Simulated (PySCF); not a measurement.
**CuF (fluorocopper): CCSD(T)/def2-TZVPP**

What is the energy change on altering one bond length of CuF (fluorocopper) at CCSD(T)/def2-TZVPP? 

The results are computed with PySCF 2.14.0.

2 further runs of the same task are left out: 2 set aside as unsound or not needed.

**1. The molecule**

CuF: 2 atoms, total charge 0, spin state singlet. As SMILES, `[F][Cu]`. The shape is that of a PBE0-D4/def2-TZVP optimisation.

Bond lengths: F1–Cu2 1.765 Å.

**2. The energy at CCSD(T)/def2-TZVPP**

Input file job.py:

```python
from pyscf import gto, cc

system = gto.M(
    atom='''
F      1.419203    -0.508223     0.712578
Cu    -1.419203     0.508223    -0.712578
''',
    unit='bohr',
    spin=0,
    basis='def2-tzvpp',
    verbose=3,
    max_memory=1860,
    charge=0,
)

calc0 = system.RHF()
calc0.conv_tol = 1e-10
calc0.kernel()
if not calc0.converged:
    calc0 = calc0.newton().run(calc0.mo_coeff, calc0.mo_occ)

mycc = cc.CCSD(calc0, frozen=6)
mycc.kernel()
e_t = mycc.ccsd_t()
energy = mycc.e_tot + e_t
print(f'total energy: {energy:.8f} hartree')
```

Run with:

```bash
$ OMP_NUM_THREADS=1 python job.py
```

Standard output:

```text
converged SCF energy = -1738.41757019599
E(CCSD) = -1739.412033135555  E_corr = -0.9944629395668455
CCSD(T) correction = -0.0270293658033472
total energy: -1739.43906250 hartree
```

Wall time 67 s (1 thread of Arm Neoverse V2, shared host); peak memory 0.59 GiB.

**3. The distorted shape at the same level**

Input file calc.py:

```python
from pyscf import gto, scf, cc

mol = gto.M(
    atom='F 1.501988 -0.537869 0.754144; Cu -0.751010 0.268940 -0.377080',
    charge=0,
    verbose=3,
    basis='def2-tzvpp',
    max_memory=1860,
)

mf = scf.RHF(mol)
mf.conv_tol = 1e-10
mf.kernel()
if not mf.converged:
    mf = mf.newton().run(mf.mo_coeff, mf.mo_occ)

mycc = cc.CCSD(mf, frozen=6)
mycc.kernel()
e_t = mycc.ccsd_t()
etot = mycc.e_tot + e_t
print('Final energy', etot)
```

Run with:

```bash
$ OMP_NUM_THREADS=1 python calc.py
```

Standard output:

```text
converged SCF energy = -1738.35123458324
E(CCSD) = -1739.334347564818  E_corr = -0.9831129815816027
CCSD(T) correction = -0.0275616524229254
Final energy -1739.3619092172412
```

It took 67 s on 1 thread of Arm Neoverse V2, shared host; peak memory 0.59 GiB.

**4. Outcome**

At CCSD(T)/def2-TZVPP, 6 core orbitals frozen:

| quantity | value |
| --- | --- |
| first shape: total energy | -1739.43906 Eh |
| first shape: dipole moment (Hartree–Fock density) | 6.38 D |
| first shape: HOMO energy (Hartree–Fock orbitals) | -11.91 eV |
| first shape: LUMO energy (Hartree–Fock orbitals) | -0.05 eV |
| first shape: HOMO–LUMO gap (Hartree–Fock orbitals) | 11.87 eV |
| first shape: correlation energy (6 core orbitals frozen) | -1021.5 mEh |
| first shape: (T) correction | -27.03 mEh |
| first shape: T1 diagnostic | 0.035 |
| distorted shape: total energy | -1739.36191 Eh |
| distorted shape: dipole moment (Hartree–Fock density) | 10.84 D |
| distorted shape: HOMO energy (Hartree–Fock orbitals) | -10.47 eV |
| distorted shape: LUMO energy (Hartree–Fock orbitals) | -1.29 eV |
| distorted shape: HOMO–LUMO gap (Hartree–Fock orbitals) | 9.18 eV |
| distorted shape: correlation energy (6 core orbitals frozen) | -1010.7 mEh |
| distorted shape: (T) correction | -27.56 mEh |
| distorted shape: T1 diagnostic | 0.032 |
| energy change with the F1–Cu2 bond stretched from 1.765 to 2.647 Å | 2.099 eV |

In words: With the F1–Cu2 bond stretched from 1.765 to 2.647 Å the energy rises by 2.10 eV (48 kcal/mol). The first shape isn't relaxed at this level, so the change isn't measured from a minimum. A restricted reference can't describe the breaking bond well at this length. The triples (first shape) make up 2.6 % of the correlation energy. The triples (distorted shape) make up 2.7 % of the correlation energy.
